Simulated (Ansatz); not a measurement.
# ClFHIn: up Jacob's ladder to CCSD(T)

Aim: compute ClFHIn with functionals from several rungs and with coupled cluster. The yardstick is the atomisation energy at the CCSD(T) limit.

The runs use Ansatz 0.2.0, Gaussian basis; functionals in def2-TZVPP, the program's frozen cores in correlated methods.

Plan: LDA (SPW92), PBE-D4, revPBE-D4, BLYP-D4, r2SCAN-D4, B97M-V, PBE0-D4, B3LYP-D4, r2SCANh-D4, r2SCAN0-D4, HSE06-D4, BHLYP-D4, CAM-B3LYP-D4, LC-ωPBE, ωB97X-V, ωB97M-V, B2PLYP, PBE-QIDH; CCSD(T)/def2-SVP; CCSD(T)/def2-TZVPP; MP2/def2-QZVPP; extrapolation to the limit.

1 further run of the same task is left out (for a known fault of the program).

## 1. The geometry

The geometry comes from an earlier relaxation with PBE0-D4 in a triple-zeta def2 set; it is a stationary point. In takes the def2 core potential; no spin-orbit term is included.

SMILES `[F][InH][Cl]`, 4 atoms, charge 0, spin multiplicity 1.

Atoms are counted from 1 here; the program's logs count them from 0.

Bond lengths: F1–In2 1.939 Å, In2–Cl3 2.305 Å, In2–H4 1.688 Å. Angles: F1–In2–Cl3 109.3°, F1–In2–H4 121.8°, Cl3–In2–H4 128.9°.

## 2. LDA

This LDA is Slater exchange with PW92 correlation.

The input, in.yaml:

```yaml
crystal:
  periodic: [false, false, false]
  atoms:
    - {symbol: F, position_ang: [-1.569221, -0.190453, 0.987750]}
    - {symbol: In, position_ang: [-0.021137, 0.130339, -0.135572]}
    - {symbol: Cl, position_ang: [1.671113, -1.313051, 0.468232]}
    - {symbol: H, position_ang: [-0.025255, 1.312765, -1.340710]}
basis:
  gaussian: {orbitals: def2-TZVPP}
hamiltonian: {xc: lda}
output: {orbitals: {seedname: orbitals}}
```

Launch:

```bash
ansatz run in.yaml --threads 2 --pin off --events-out ev --progress --plain --max-ram 32768MiB --backend cpu
```

After this run come: PBE-D4 (GGA); revPBE-D4 (GGA); BLYP-D4 (GGA); r2SCAN-D4 (meta-GGA); B97M-V (meta-GGA); B3LYP-D4 (hybrid); r2SCANh-D4 (hybrid); r2SCAN0-D4 (hybrid); HSE06-D4 (hybrid); BHLYP-D4 (hybrid); CAM-B3LYP-D4 (range-separated); LC-ωPBE (range-separated); ωB97X-V (range-separated); ωB97M-V (range-separated); B2PLYP (double hybrid); PBE-QIDH (double hybrid); CCSD(T) in def2-SVP; CCSD(T) in def2-TZVPP; MP2 in def2-QZVPP.

**Question.** What will the summary of the whole plan be? Wanted: atomisation energy, CCSD(T)/CBS; farthest beyond LDA; mean size of error, GGA; mean size of error, meta-GGA; mean size of error, hybrid; mean size of error, range-separated; mean size of error, double hybrid; gap, smallest and largest; T1 diagnostic.

As calculated:

| quantity | value |
| --- | --- |
| atomisation energy, CCSD(T)/CBS | 244.2 kcal/mol |
| functionals within 2.4 kcal/mol (1.0 %) | PBE-D4, r2SCAN-D4, B97M-V, LC-ωPBE, ωB97X-V, ωB97M-V |
| farthest beyond LDA | BHLYP-D4 (-18.5 kcal/mol) |
| mean size of error, GGA | 7.2 kcal/mol |
| mean size of error, meta-GGA | 1.4 kcal/mol |
| mean size of error, hybrid | 10.0 kcal/mol |
| mean size of error, range-separated | 2.2 kcal/mol |
| mean size of error, double hybrid | 8.4 kcal/mol |
| gap, smallest and largest | 4.80 eV (BLYP-D4), 12.00 eV (LC-ωPBE) |
| T1 diagnostic | 0.0151 |
| triples share of the correlation energy | 3.2 % |

What this shows: LDA overbinds by 36.0 kcal/mol (15 %). PBE-D4 is off by -1.5 kcal/mol. Double hybrids carry the basis error of their MP2 part in triple zeta, and no dispersion term here, so their miss is partly the set-up's. The rungs meta-GGA, range-separated miss on average by less than the doubt on the reference (2.4 kcal/mol), so they tie. Misses under about 2.4 kcal/mol are within the doubt on the reference itself, which lacks core-valence correlation, spin-orbit coupling and higher excitations, and its outer-core shells are covered unevenly. All levels share the lack of spin-orbit coupling, which lowers the free heavy atoms and so the true binding. Hartree-Fock recovers 69 % of the binding; the rest is correlation. CCSD(T) in def2-SVP is off by -24.0 kcal/mol, worse than the median functional, from the basis alone. Orbital gaps span 4.8 to 12.0 eV; exact exchange widens them. Correlated methods include outer-core shells of In, which these sets cover unevenly.
